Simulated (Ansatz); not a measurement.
**MoS2: a single-point run**

Wanted: a converged single-point run for MoS2, and a check of what comes out. The structure is shown as the input types it. The cell is built on a prototype (CdCl2 type) and needn't be the phase found in nature.

Program: Ansatz 0.2.0. Level of theory: density functional or hybrid calculation with the settings of its input, plane waves (as first typed). These are calculated values, not measurements.

5 further runs of the same task are left out: 2 for a known fault of the program, 3 that didn't finish.

### 1 The structure to begin with

It takes space group R-3m (No. 166, trigonal). Conventional cell: a = 3.193 Å, b = 3.193 Å, c = 18.232 Å, α = 90.00°, β = 90.00°, γ = 120.00°. Around Mo (site symmetry -3m) lie 6 S at 2.42 Å. Around S (site symmetry 3m) lie 3 Mo at 2.42 Å.

As a file:

```
Mo S
1.0
     1.59653    0.92176    6.07723
    -1.59653    0.92176    6.07723
     0.00000   -1.84351    6.07723
Mo S
1 2
Direct
  0.00000 0.00000 0.00000
  0.24743 0.24743 0.24743
  0.75257 0.75257 0.75257
```

### 2 Running it

Input file input.yaml:

```yaml
crystal:
  lattice:
    - [1.5965300489, 0.9217570535, 6.0772313985]
    - [-1.5965300489, 0.9217570535, 6.0772313985]
    - [0.0, -1.843514107, 6.0772313985]
  atoms:
    - { symbol: Mo, position: [0.0, 0.0, 0.0] }
    - { symbol: S, position: [0.2474267338, 0.2474267338, 0.2474267338] }
    - { symbol: S, position: [0.7525732662, 0.7525732662, 0.7525732662] }
kpoints:
  mp_grid: { grid: [4, 4, 4] }
hamiltonian:
  xc: hse06
scf:
  occupations: { method: fermi_dirac, width: 0.02 }
  n_extra_bands: 4
  max_iter: 91
output:
  forces: true
  stress: true
  eigenvalues: true
basis:
  ecutwfc: 40
```

The run is started by

```sh
$ ansatz run input.yaml --threads 4 --pin off --max-ram 3686MiB --backend cpu --events-out ev --progress --plain --runs-dir out
```

**Question.** How will this run end, and is anything wrong with its input?

The program finished normally, with warnings (cutoff below recommended, filled band counts differ across k points, stress exchange threshold loose). It gives a pressure of -1042 GPa and a largest force of 5.2 eV/Å, which is large.

In the input, basis.ecutwfc is 40. The cutoff lies far under what these potentials need. The potentials' recommended cutoff is 420 eV.

Run again and compare: delete basis.ecutwfc (the default then holds).
